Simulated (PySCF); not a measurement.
**[HfH3(H2O)]+: a change of charge**

How does [HfH3(H2O)]+ respond at fixed geometry? The runs cover a change of charge. It is a constructed species; whether it can be made isn't addressed.

Program: PySCF 2.14.0. Level of theory: PBE0, Hf def2-SVP with ECP60, H def2-SVP, O def2-SVP; scalar-relativistic core potentials, no spin–orbit coupling. These are calculated values, not measurements.

1 further run of the same task is left out (for a known fault of the program).

## 1. Starting geometry

7 atoms, charge 1, spin multiplicity 1.

Bond lengths: Hf1–H2 1.805 Å, Hf1–H3 1.804 Å, Hf1–H4 1.805 Å, Hf1–O5 2.189 Å, O5–H6 0.975 Å, O5–H7 0.975 Å. Angles: H2–Hf1–H3 107.8°, H2–Hf1–H4 109.9°, H2–Hf1–O5 111.5°, H3–Hf1–H4 107.8°, H3–Hf1–O5 108.3°, H4–Hf1–O5 111.5°, Hf1–O5–H6 126.7°, Hf1–O5–H7 126.7°, H6–O5–H7 106.7°.

Coordinates:

```
Hf    0.13770   -0.10233    0.10233
H     1.17246    0.90016    1.19019
H    -0.90890   -1.14165    1.14165
H     1.17246   -1.19019   -0.90016
O    -1.15659    1.14617   -1.14617
H    -1.49566    2.03421   -0.92772
H    -1.49566    0.92772   -2.03421
```

Formal oxidation states: Hf +4. An earlier session relaxed this geometry at PBE0, Hf def2-SVP with ECP60, H def2-SVP, O def2-SVP (singlet, point group Cs).

Its energy there is -125.767253 Eh.

## 2. One electron removed, multiplicity 2

File run.py (the lines that set the calculation):

```python
mol = gto.M(atom='''
Hf     0.13770    -0.10233     0.10233
H      1.17246     0.90016     1.19019
H     -0.90890    -1.14165     1.14165
H      1.17246    -1.19019    -0.90016
O     -1.15659     1.14617    -1.14617
H     -1.49566     2.03421    -0.92772
H     -1.49566     0.92772    -2.03421''',
    basis={'Hf': 'def2-SVP', 'H': 'def2-SVP', 'O': 'def2-SVP'},
    ecp={'Hf': 'def2-SVP'},
    charge=2, spin=1)
mf = dft.UKS(mol, xc='PBE0')
mf.grids.atom_grid = (50, 194)
mf = mf.density_fit()  # fitting sets: Hf def2-universal-JKFIT, H def2-universal-JKFIT, O def2-universal-JKFIT
mf.conv_tol = 1e-08; mf.max_cycle = 55
mf.kernel(dm0)  # dm0: the density of the relaxed state
```

Launch:

```sh
$ OMP_NUM_THREADS=2 python run.py
```

Standard output:

```text
init E= -125.777931669664
cycle= 1 E= -125.152368590702  delta_E= 0.626  |g|= 0.18  |ddm|= 0.601
  HOMO = -0.756142613991  LUMO = -0.726001135107  gap/eV = 0.82019
cycle= 2 E= -125.150048429827  delta_E= 0.00232  |g|= 0.213  |ddm|= 0.641
  HOMO = -0.748786064827  LUMO = -0.686755879528  gap/eV = 1.68793
cycle= 3 E= -125.185197016507  delta_E= -0.0351  |g|= 0.05  |ddm|= 0.397
  HOMO = -0.730308833299  LUMO = -0.672412342924  gap/eV = 1.57544
cycle= 4 E= -125.186951832415  delta_E= -0.00175  |g|= 0.0108  |ddm|= 0.0775
  HOMO = -0.730678523766  LUMO = -0.669778629633  gap/eV = 1.65717
cycle= 5 E= -125.187087095932  delta_E= -0.000135  |g|= 0.00453  |ddm|= 0.0291
  HOMO = -0.730530475853  LUMO = -0.669075287726  gap/eV = 1.67228
cycle= 6 E= -125.187122444198  delta_E= -3.53e-05  |g|= 0.00245  |ddm|= 0.014
  HOMO = -0.730428788617  LUMO = -0.668870493111  gap/eV = 1.67509
cycle= 7 E= -125.187131045641  delta_E= -8.6e-06  |g|= 0.00105  |ddm|= 0.00713
  HOMO = -0.73050251581  LUMO = -0.668837395133  gap/eV = 1.67799
cycle= 8 E= -125.18713242513  delta_E= -1.38e-06  |g|= 0.000524  |ddm|= 0.00318
  HOMO = -0.730421647564  LUMO = -0.668782032416  gap/eV = 1.67730
cycle= 9 E= -125.1871327345  delta_E= -3.09e-07  |g|= 0.000107  |ddm|= 0.00135
  HOMO = -0.730415506867  LUMO = -0.668771451278  gap/eV = 1.67742
cycle= 10 E= -125.187132758188  delta_E= -2.37e-08  |g|= 3.57e-05  |ddm|= 0.000381
  HOMO = -0.730415412126  LUMO = -0.668770951667  gap/eV = 1.67743
cycle= 11 E= -125.187132761182  delta_E= -2.99e-09  |g|= 1.46e-05  |ddm|= 0.00014
  HOMO = -0.730412904536  LUMO = -0.668772552716  gap/eV = 1.67732
Extra cycle  E= -125.187132761472  delta_E= -2.9e-10  |g|= 1.14e-05  |ddm|= 4.15e-05
converged SCF energy = -125.187132761472  <S^2> = 0.76786855  2S+1 = 2.0177894
```

It took 1.7 s on 2 threads of Intel Xeon Platinum 8488C (Sapphire Rapids), shared host.

It gives: E = -125.187133 Eh (+15.786 eV from the relaxed state), HOMO -19.88 eV, LUMO -18.20 eV (over both spins), ⟨S²⟩ = 0.768, Mulliken charge on Hf1 +1.53 e. 

## 3. One electron added, multiplicity 2

Edit run.py (the lines that set the calculation) of step 2 so:

```diff
@@ -10,3 +10,3 @@
     ecp={'Hf': 'def2-SVP'},
-    charge=2, spin=1)
+    charge=0, spin=1)
 mf = dft.UKS(mol, xc='PBE0')
```

Launch:

```sh
$ OMP_NUM_THREADS=2 python run.py
```

Standard output:

```text
init E= -125.776291292909
  HOMO = -0.271697150415  LUMO = -0.261666196751  gap/eV = 0.27296
cycle= 1 E= -125.907175035619  delta_E= -0.131  |g|= 0.243  |ddm|= 0.866
  HOMO = -0.0270653932687  LUMO = -0.02443220176  gap/eV = 0.07165
cycle= 2 E= -125.775268106689  delta_E= 0.132  |g|= 0.423  |ddm|= 2.04
  HOMO = -0.101878387458  LUMO = -0.0303174113361  gap/eV = 1.94727
cycle= 3 E= -125.953712457468  delta_E= -0.178  |g|= 0.097  |ddm|= 1.92
  HOMO = -0.109240236372  LUMO = -0.0327765709368  gap/eV = 2.08068
cycle= 4 E= -125.95796967583  delta_E= -0.00426  |g|= 0.0516  |ddm|= 0.0678
  HOMO = -0.1155988093  LUMO = -0.0389026944284  gap/eV = 2.08701
cycle= 5 E= -125.959703627337  delta_E= -0.00173  |g|= 0.0241  |ddm|= 0.0563
  HOMO = -0.117261408894  LUMO = -0.0400336598977  gap/eV = 2.10147
cycle= 6 E= -125.960160017914  delta_E= -0.000456  |g|= 0.00516  |ddm|= 0.0363
  HOMO = -0.117198119069  LUMO = -0.0401213867948  gap/eV = 2.09736
cycle= 7 E= -125.960199300135  delta_E= -3.93e-05  |g|= 0.00149  |ddm|= 0.0157
  HOMO = -0.117190894211  LUMO = -0.0399647626209  gap/eV = 2.10143
cycle= 8 E= -125.960209725078  delta_E= -1.04e-05  |g|= 0.000795  |ddm|= 0.00939
  HOMO = -0.117275414722  LUMO = -0.03975368519  gap/eV = 2.10947
cycle= 9 E= -125.960218296421  delta_E= -8.57e-06  |g|= 0.000371  |ddm|= 0.0141
  HOMO = -0.117310319919  LUMO = -0.039589400316  gap/eV = 2.11489
cycle= 10 E= -125.960219651477  delta_E= -1.36e-06  |g|= 7.11e-05  |ddm|= 0.00701
  HOMO = -0.117311201479  LUMO = -0.039577000624  gap/eV = 2.11526
cycle= 11 E= -125.960219682056  delta_E= -3.06e-08  |g|= 4.12e-05  |ddm|= 0.000812
  HOMO = -0.11731246349  LUMO = -0.0395737015729  gap/eV = 2.11538
cycle= 12 E= -125.960219686904  delta_E= -4.85e-09  |g|= 7.65e-06  |ddm|= 0.000366
  HOMO = -0.117310999716  LUMO = -0.0395727310922  gap/eV = 2.11537
Extra cycle  E= -125.96021968704  delta_E= -1.36e-10  |g|= 4.62e-06  |ddm|= 2.92e-05
converged SCF energy = -125.96021968704  <S^2> = 0.75407297  2S+1 = 2.0040688
```

It took 1.9 s on 2 threads of Intel Xeon Platinum 8488C (Sapphire Rapids), shared host.

Result: E = -125.960220 Eh (-5.251 eV from the relaxed state), HOMO -3.19 eV, LUMO -1.20 eV (over both spins), ⟨S²⟩ = 0.754, Mulliken charge on Hf1 +0.70 e. 

## 4. Results

| state | energy from the relaxed state (eV) | ⟨S²⟩ | time |
| --- | --- | --- | --- |
| charge +1, singlet, vacuum (relaxed) | 0 | 0.00 |  |
| charge 0, doublet, vacuum | -5.25 | 0.75 | 1.9 s |
| charge +2, doublet, vacuum | 15.79 | 0.77 | 1.7 s |

An electron taken off or put on is at rest in vacuum. 

Removing an electron vertically costs 15.79 eV (doublet), against −HOMO = 13.32 eV. Adding an electron vertically releases 5.25 eV (doublet). The bases are small and lack diffuse functions. Spin–orbit coupling is left out.
